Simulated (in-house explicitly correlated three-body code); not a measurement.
# Two electrons around a charge of +1.5 under Yukawa screening of 0.075 per bohr: exact states

One table from this session's results is given with a row withheld; the runs are named, their logs left out.

Method: two electrons, non-relativistic, variational in exponentially correlated functions. Code: in-house explicitly correlated three-body code version 1.

## Starting point

```
charge of the centre : +1.5
mass of the centre   : infinite
interactions         : Yukawa, exp(−0.075 r)/r, between all pairs
basis                : 260 functions exp(−a r1 − b r2 − g r12) a state, exponent ranges optimised
units                : hartree and bohr; relativity and QED are left out
```

The first run:

Settings:

```ini
Z = 1.5
screening = 0.075
interaction_strength = 1.0
functions = 260
states_tried = 13
```

Run with:

```sh
> python run_hyl.py task.json out
```

One table of the session follows, with a row left open; its other results are not shown here.

```
state  binding (eV)  excitation (eV)  ⟨r12⟩ (bohr)
 1 ¹S       8.27372                0         2.117
 2 ³S      0.639693          7.63403         7.886
 2 ¹S      0.388829          7.88489         10.31
 2 ³P      0.166792          8.10693         11.80
 2 ¹P             ?                ?             ?
 3 ³S     0.0180917          8.25563         34.13
```

Q: Estimate the row for 2 ¹P from the others.

As computed: binding (eV): 0.141407; excitation (eV): 8.13231; ⟨r12⟩ (bohr): 12.82. In the column «binding (eV)» it lies between 3 ³S (0.0180917) and 2 ³P (0.166792).
